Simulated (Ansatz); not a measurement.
# Si: the cost of one run

Computed with Ansatz 0.2.0 (DFT r2SCAN, scalar-relativistic, plane waves, PAW, unless a step's input says otherwise).

## 1. The starting structure

It takes space group Cmce (No. 64, orthorhombic). Conventional cell: a = 8.750 Å, b = 5.155 Å, c = 5.183 Å, α = 90.00°, β = 90.00°, γ = 90.00°. Si (site symmetry m) has 11 Si at 2.41 to 2.84 Å in its first shell of neighbours. Si (site symmetry 2) is surrounded by 10 Si at 2.60 to 2.84 Å.

As a file:

```cif
data_structure
_symmetry_space_group_name_H-M 'P 1'
_symmetry_Int_Tables_number 1
_cell_length_a 5.0779
_cell_length_b 5.0779
_cell_length_c 5.1831
_cell_angle_alpha 90.000
_cell_angle_beta 90.000
_cell_angle_gamma 61.003
_cell_volume 116.89
loop_
_atom_site_label
_atom_site_type_symbol
_atom_site_fract_x
_atom_site_fract_y
_atom_site_fract_z
_atom_site_occupancy
Si1 Si 0.65562 0.34438 0.82587 1
Si2 Si 0.34438 0.65562 0.17413 1
Si3 Si 0.84438 0.15562 0.32587 1
Si4 Si 0.15562 0.84438 0.67413 1
Si5 Si 0.70571 0.70571 0.50000 1
Si6 Si 0.20572 0.20572 0.00000 1
Si7 Si 0.29429 0.29429 0.50000 1
Si8 Si 0.79429 0.79429 0.00000 1
```

Source of the structure: the Materials Project (structure only).

(A quick probe on a coarse mesh, which set the mesh and smearing, is not shown.)

## 3. Relaxing cell and atoms

Input file input.yaml:

```yaml
crystal:
  lattice:
    - [4.375222, -2.577344, 0.0]
    - [4.375222, 2.577344, 0.0]
    - [0.0, 0.0, 5.183067]
  atoms:
    - { symbol: Si, position: [0.65562, 0.34438, 0.82587] }
    - { symbol: Si, position: [0.34438, 0.65562, 0.17413] }
    - { symbol: Si, position: [0.84438, 0.15562, 0.32587] }
    - { symbol: Si, position: [0.15562, 0.84438, 0.67413] }
    - { symbol: Si, position: [0.705715, 0.705715, 0.5] }
    - { symbol: Si, position: [0.205715, 0.205715, 0.0] }
    - { symbol: Si, position: [0.294285, 0.294285, 0.5] }
    - { symbol: Si, position: [0.794285, 0.794285, 0.0] }
basis:
  ecutwfc: 500
kpoints:
  mp_grid: { grid: [8, 8, 8] }
hamiltonian:
  xc: r2scan
scf:
  occupations: { method: gaussian, width: 0.1 }
output:
  forces: true
  stress: true
  eigenvalues: true
relax:
  adjacent_minimum: "off"
  f_tol: 0.005
  max_steps: 80
  cell: { stress_tol: 0.05 }
```

Command:

```sh
> ansatz run input.yaml --threads 2 --pin off --max-ram 5120MiB --backend cpu --events-out ev --progress --plain --runs-dir out
```

What time and memory should one allow on 2 threads of Arm Neoverse V2, shared host?

About 6.3 min, with a peak of 0.82 GiB.
